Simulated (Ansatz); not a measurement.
**CH8B2Si: a ladder of functionals and wavefunction methods**

Aim: compute CH8B2Si with functionals from several rungs and with coupled cluster. The yardstick is the atomisation energy at the CCSD(T) limit.

Program: Ansatz 0.2.0, Gaussian basis. Level of theory: functionals in def2-TZVPP, the program's frozen cores in correlated methods. These are calculated values, not measurements.

The runs, in order: LDA (SPW92), PBE-D4, revPBE-D4, BLYP-D4, r2SCAN-D4, B97M-V, PBE0-D4, B3LYP-D4, r2SCANh-D4, r2SCAN0-D4, HSE06-D4, BHLYP-D4, CAM-B3LYP-D4, LC-ωPBE, ωB97X-V, ωB97M-V, B2PLYP, PBE-QIDH; CCSD(T)/def2-SVP; CCSD(T)/def2-TZVPP; MP2/def2-QZVPP; extrapolation to the limit; RPA on PBE.

## Step 1: Structure used throughout

The geometry comes from an earlier relaxation with PBE0-D4 in a triple-zeta def2 set; it is a stationary point, not always the lowest conformer.

12 atoms, charge 0, spin multiplicity 1.

Atoms are counted from 1 here; the program's logs count them from 0.

Bond lengths: B1–B2 1.539 Å, B1–Si4 2.121 Å, B1–H5 1.204 Å, B1–H6 1.204 Å, B2–C3 1.521 Å, C3–H7 1.095 Å, C3–H8 1.097 Å, C3–H9 1.092 Å, Si4–H10 1.492 Å, Si4–H11 1.486 Å, Si4–H12 1.492 Å. Angles: B2–B1–Si4 81.6°, B2–B1–H5 118.5°, B2–B1–H6 119.7°, Si4–B1–H5 101.2°, Si4–B1–H6 101.4°, H5–B1–H6 119.7°, B1–B2–C3 172.5°, B2–C3–H7 110.8°, B2–C3–H8 109.2°, B2–C3–H9 112.3°, H7–C3–H8 106.9°, H7–C3–H9 108.9°, H8–C3–H9 108.5°, B1–Si4–H10 116.1°, B1–Si4–H11 102.4°, B1–Si4–H12 115.6°, H10–Si4–H11 107.7°, H10–Si4–H12 106.6° and more.

## Step 2: LDA

This LDA is Slater exchange with PW92 correlation.

Input file in.yaml:

```yaml
crystal:
  periodic: [false, false, false]
  atoms:
    - {symbol: B, position_ang: [0.148051, 1.496220, -0.277129]}
    - {symbol: B, position_ang: [-0.372559, 0.454909, 0.729793]}
    - {symbol: C, position_ang: [-0.805778, -0.710452, 1.605657]}
    - {symbol: Si, position_ang: [0.676365, -0.258729, -1.344038]}
    - {symbol: H, position_ang: [1.230217, 1.988964, -0.085408]}
    - {symbol: H, position_ang: [-0.618663, 2.019559, -1.043101]}
    - {symbol: H, position_ang: [-1.418509, -1.417757, 1.036479]}
    - {symbol: H, position_ang: [0.082616, -1.257213, 1.943647]}
    - {symbol: H, position_ang: [-1.365943, -0.383600, 2.484673]}
    - {symbol: H, position_ang: [1.651529, -1.166370, -0.671442]}
    - {symbol: H, position_ang: [1.334283, 0.291330, -2.558110]}
    - {symbol: H, position_ang: [-0.464606, -1.111961, -1.787021]}
basis:
  gaussian: {orbitals: def2-TZVPP}
hamiltonian: {xc: lda}
output: {orbitals: {seedname: orbitals}}
```

The runs that follow: PBE-D4 (GGA); revPBE-D4 (GGA); BLYP-D4 (GGA); r2SCAN-D4 (meta-GGA); B97M-V (meta-GGA); PBE0-D4 (hybrid); B3LYP-D4 (hybrid); r2SCANh-D4 (hybrid); r2SCAN0-D4 (hybrid); HSE06-D4 (hybrid); BHLYP-D4 (hybrid); CAM-B3LYP-D4 (range-separated); LC-ωPBE (range-separated); ωB97X-V (range-separated); ωB97M-V (range-separated); B2PLYP (double hybrid); PBE-QIDH (double hybrid); CCSD(T) in def2-SVP; CCSD(T) in def2-TZVPP; MP2 in def2-QZVPP; RPA on PBE orbitals.

Before running them: what should the planned runs give, taken together? Wanted: atomisation energy, CCSD(T)/CBS; farthest beyond LDA; mean size of error, GGA; mean size of error, meta-GGA; mean size of error, hybrid; mean size of error, range-separated; mean size of error, double hybrid; gap, smallest and largest; T1 diagnostic.

The runs gave:

```
                               quantity                                          value
        atomisation energy, CCSD(T)/CBS                                  4032.0 kJ/mol
 functionals within 20.2 kJ/mol (0.5 %)  revPBE-D4, BLYP-D4, LC-ωPBE, B2PLYP, PBE-QIDH
                    farthest beyond LDA                          B97M-V (+76.2 kJ/mol)
                mean size of error, GGA                                    26.1 kJ/mol
           mean size of error, meta-GGA                                    70.9 kJ/mol
             mean size of error, hybrid                                    39.2 kJ/mol
    mean size of error, range-separated                                    31.5 kJ/mol
      mean size of error, double hybrid                                    13.1 kJ/mol
              gap, smallest and largest      3.66 eV (LDA (SPW92)), 10.52 eV (LC-ωPBE)
                          T1 diagnostic                                         0.0138
triples share of the correlation energy                                          3.9 %
```

What this shows: The LDA atomisation energy is off by 516.9 kJ/mol (13 %): it overbinds. PBE-D4 is off by +71.1 kJ/mol. Double hybrids carry the basis error of their MP2 part in triple zeta, and no dispersion term here, so their miss is partly the set-up's. Taken by rung, double hybrid functionals do best (13.1 kJ/mol on average) and meta-GGA ones worst beyond LDA (70.9 kJ/mol). Misses under about 20.2 kJ/mol are within the doubt on the reference itself, which lacks core-valence correlation, relativity and higher excitations. Hartree-Fock recovers 78 % of the binding; the rest is correlation. CCSD(T) in def2-SVP is off by -181.9 kJ/mol, more than most functionals: a good method in a small basis is no reference. The gap grows from 3.7 to 10.5 eV across the functionals, mostly with the share of exact exchange.
